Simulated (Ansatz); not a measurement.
# CH6AsSi: the cost of one run

Method: RKS PBE/def2-SVP, in Ansatz 0.2.0.

### 1 The starting structure

Bond lengths: Si1–C2 1.922 Å, C2–As3 1.819 Å, Si1–H4 1.469 Å, Si1–H5 1.464 Å, Si1–H6 1.467 Å, C2–H7 1.089 Å, As3–H8 1.481 Å, As3–H9 1.478 Å. Angles: Si1–C2–As3 126.1°, Si1–C2–H7 115.6°, As3–C2–H7 116.5°, C2–Si1–H4 99.3°, C2–Si1–H5 104.8°, C2–Si1–H6 105.8°, H4–Si1–H5 114.2°, H4–Si1–H6 114.3°, H5–Si1–H6 116.1°, C2–As3–H8 106.7°, C2–As3–H9 104.7°, H8–As3–H9 106.0°.

Coordinates:

```xyz
9

Si   -0.5437    1.1353   -0.8269
C     0.3024   -0.5136   -0.3177
As    0.9446   -0.9233    1.3342
H    -1.7966    0.5998   -1.3748
H     0.3487    1.7183   -1.8299
H    -0.7062    1.8999    0.4144
H     0.6399   -1.1423   -1.1397
H     0.8701   -2.3960    1.4676
H    -0.0592   -0.3781    2.2727
```

### 2 End point A

File input.yaml:

```yaml
crystal:
  periodic: [false, false, false]
  atoms:
    - { symbol: Si, position_ang: [-0.54368, 1.13532, -0.82691] }
    - { symbol: C, position_ang: [0.30239, -0.5136, -0.31766] }
    - { symbol: As, position_ang: [0.9446, -0.92331, 1.33423] }
    - { symbol: H, position_ang: [-1.79663, 0.59976, -1.37482] }
    - { symbol: H, position_ang: [0.34873, 1.71834, -1.82986] }
    - { symbol: H, position_ang: [-0.70616, 1.89985, 0.41439] }
    - { symbol: H, position_ang: [0.63987, -1.1423, -1.13966] }
    - { symbol: H, position_ang: [0.87008, -2.39598, 1.46761] }
    - { symbol: H, position_ang: [-0.05921, -0.37809, 2.27268] }
total_charge: 1
basis:
  gaussian: { orbitals: def2-SVP }
hamiltonian:
  xc: pbe
relax:
  f_tol: 0.015
  max_steps: 40
```

Started as:

```bash
ansatz run input.yaml --threads 1 --pin off --max-ram 2048MiB --backend cpu --events-out ev --progress --plain --runs-dir out
```

Q: Estimate wall time and peak memory on 1 thread of an x86-64 CPU, shared host.

About 24 s, with a peak of 0.14 GiB.
